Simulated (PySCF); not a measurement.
# C3BiN3 (Bi(NC)3): the cost of one run

The runs use PySCF 2.14.0; several levels, as the steps say, no spin–orbit coupling.

1 further run of the same task is left out (for a known fault of the program).

## 1. The system as given

7 atoms, charge 0, spin multiplicity 1.

Bond lengths: Bi1–N2 2.147 Å, Bi1–N4 2.147 Å, Bi1–N6 2.147 Å, N2–C3 1.183 Å, N4–C5 1.183 Å, N6–C7 1.184 Å. Angles: N2–Bi1–N4 94.6°, N2–Bi1–N6 94.6°, N4–Bi1–N6 94.6°, Bi1–N2–C3 171.7°, Bi1–N4–C5 171.7°, Bi1–N6–C7 171.7°.

Coordinates:

```
Bi    0.0000    0.0000    1.0869
N     1.8211    0.0000   -0.0497
C     2.9051    0.0000   -0.5245
N    -0.9105    1.5771   -0.0497
C    -1.4525    2.5159   -0.5245
N    -0.9105   -1.5771   -0.0497
C    -1.4526   -2.5159   -0.5245
```

Formal oxidation states: Bi +3. An earlier session relaxed this geometry at PBE0, Bi def2-SVP with ECP60, N def2-SVP, C def2-SVP (singlet, point group C3v).

At PBE0 on the finer grid: E = -492.521211 Eh, HOMO -8.93 eV, LUMO -2.84 eV, Mulliken charge on Bi1 +1.33 e, largest force component 0.008 eV/Å. 

Levels to run: BLYP; revPBE; PBE0, TZVP. Hardware: 2 threads of Arm Neoverse V1, shared host.

## 2. BLYP

run.py (the lines that set the calculation) reads:

```python
mol = gto.M(atom='''
Bi     0.00000     0.00000     1.08689
N      1.82106    -0.00002    -0.04967
C      2.90510    -0.00003    -0.52454
N     -0.91051     1.57709    -0.04967
C     -1.45252     2.51591    -0.52454
N     -0.91054    -1.57707    -0.04967
C     -1.45258    -2.51588    -0.52454''',
    basis={'Bi': 'def2-SVP', 'N': 'def2-SVP', 'C': 'def2-SVP'},
    ecp={'Bi': 'def2-SVP'},
    charge=0, spin=0)
mf = dft.RKS(mol, xc='BLYP')
mf.grids.atom_grid = (75, 302)
mf = mf.density_fit()  # fitting sets: Bi def2-universal-JKFIT, N def2-universal-JKFIT, C def2-universal-JKFIT
mf.conv_tol = 1e-08; mf.max_cycle = 55
mf.kernel(dm0)  # dm0: the density of the relaxed state
```

On the command line:

```
$ OMP_NUM_THREADS=2 python run.py
```

**Question.** How long does this run take on 2 threads of Arm Neoverse V1, shared host?

About 9.4 s.
